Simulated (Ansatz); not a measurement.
# AlH₃O₂: search for a transition state

Aim: find the saddle point of a 1,2-elimination that is to form H2–H4 and break Al1–H2, O3–H4, prove it by its vibrations, and relax downhill on both sides to see what it joins.

The runs use Ansatz 0.2.0, Gaussian basis; PBE0-D4, def2-SVP first, then def2-TZVP.

21 further runs of the same task are left out: 21 set aside as unsound or not needed.

### 1 The system as given

The guess: 6 atoms, charge 0, spin multiplicity 1.

Atoms are counted from 1 here; the program's logs count them from 0.

Bond lengths: Al1–O3 1.611 Å, Al1–H4 1.747 Å, Al1–O5 1.634 Å, O5–H6 0.947 Å. Angles: O3–Al1–H4 44.6°, O3–Al1–O5 161.6°, H4–Al1–O5 153.7°, Al1–O5–H6 171.4°.

Geometry (Å):

```xyz
6
charge 0, multiplicity 1
Al    0.18760    0.19410    0.21270
H     0.02320   -1.56560   -0.72610
O     1.50540   -0.64130    0.61390
H     0.81670   -1.39210   -0.16320
O    -0.91570    1.39440    0.11050
H    -1.61720    2.01050   -0.04790
```

Distances that are to change: H2–H4 0.99 Å, Al1–H2 2.00 Å, O3–H4 1.28 Å.

### 2 Constrained relaxation of the guess

The input, hold/in.yaml:

```yaml
crystal:
  periodic: [false, false, false]
  atoms:
    - {symbol: Al, position_ang: [0.187600, 0.194100, 0.212700]}
    - {symbol: H, position_ang: [0.023200, -1.565600, -0.726100]}
    - {symbol: O, position_ang: [1.505400, -0.641300, 0.613900]}
    - {symbol: H, position_ang: [0.816700, -1.392100, -0.163200]}
    - {symbol: O, position_ang: [-0.915700, 1.394400, 0.110500]}
    - {symbol: H, position_ang: [-1.617200, 2.010500, -0.047900]}
basis:
  gaussian: {orbitals: def2-SVP}
hamiltonian: {xc: pbe0, dispersion: d4}
relax: {f_tol: 0.08, max_steps: 120, escape_saddle: false, constraints: [{distance: [1, 3]}, {distance: [0, 1]}, {distance: [2, 3]}]}
```

No record of the launch command was kept for these runs.

Further steps of the session: Saddle search in the small basis; Saddle search in triple zeta; Vibrations at the point found; Relaxing after a step of 0.30 Å one way along the mode; Relaxing after a step of 0.30 Å the other way along the mode.

What does the calculation give? Wanted: imaginary mode; barrier from the start side; barrier from the end side; energy of the step; pairs that change; zero-point energy at the saddle.

As calculated:

```
                       quantity                                      value
                 imaginary mode                                  686i cm⁻¹
    barrier from the start side                                   2.929 eV
      barrier from the end side                                   0.167 eV
             energy of the step                                  +2.762 eV
              pairs that change  H2–H4 formed, Al1–H2 broken, O3–H4 broken
zero-point energy at the saddle                                   0.819 eV
```

In words: The point has a single imaginary mode (686i cm⁻¹), as a transition state must. Going downhill both ways gives the intended start and end. At PBE0-D4/def2-TZVP the electronic barrier is 2.929 eV, about 114 kT at 298 K, and the step runs 2.762 eV uphill. A step off the saddle overshot and began above it in energy, so the link to its end is likely but not proven. The ends are the nearest minima, not always the lowest complexes.
